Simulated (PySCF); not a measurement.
# C5H10AlFO: the cost of one run

Computed with PySCF 2.14.0, with density-fitted response routines of our own, on a single molecule in the gas phase. Atoms count from 0, in the outputs and in this text.

### Step 1. The starting structure

18 atoms, charge 0, multiplicity 1; geometry from: GFN2-xTB.

Bonds of the start (Å): C0–C1 1.32, C1–C2 1.51, C2–C3 1.53, C3–C4 1.52, C4–O5 1.42, O5–Al6 1.90, Al6–F7 1.66, O5–C1 1.39, C0–H8 1.08, C0–H9 1.07, C2–H10 1.09, C2–H11 1.09, C3–H12 1.09, C3–H13 1.09, C4–H14 1.10, C4–H15 1.09, Al6–H16 1.55, Al6–H17 1.55.

### Step 2. Ultraviolet spectrum: PBE0/def2-SVPD

What the job is given:

```
{"job": {"kind": "uv", "xc": "PBE0", "basis": "def2-SVPD", "nstates": 8, "ntriplets": 3}, "charge": 0, "multiplicity": 1}
C      0.082723     2.096355    -0.237514
C     -0.317082     0.856733    -0.037553
C     -1.704587     0.277952    -0.125344
C     -1.438298    -1.228608    -0.128058
C     -0.156551    -1.303738     0.691723
O      0.576495    -0.149577     0.291287
Al     2.405499    -0.001848    -0.202566
F      2.807876    -1.601842     0.012033
H      1.120245     2.358754    -0.124852
H     -0.612891     2.862769    -0.524083
H     -2.287128     0.572694     0.751319
H     -2.230155     0.622544    -1.013525
H     -1.250272    -1.577949    -1.144083
H     -2.247013    -1.811645     0.305315
H     -0.370526    -1.236799     1.765400
H      0.456014    -2.183155     0.496759
H      2.237099     0.472734    -1.668740
H      2.919794     0.980943     0.880828
```

Level: TDDFT PBE0/def2-SVPD, vertical, gas phase, core orbitals frozen in the response.

The run is started by

```sh
OMP_NUM_THREADS=1 python probes_run.py task.json out
```

This one command runs all jobs of the session in turn.

Q: Estimate the wall time and peak memory of this job on 1 thread of Arm Neoverse V2, shared host.

About 74 s, with a peak of 0.98 GiB.
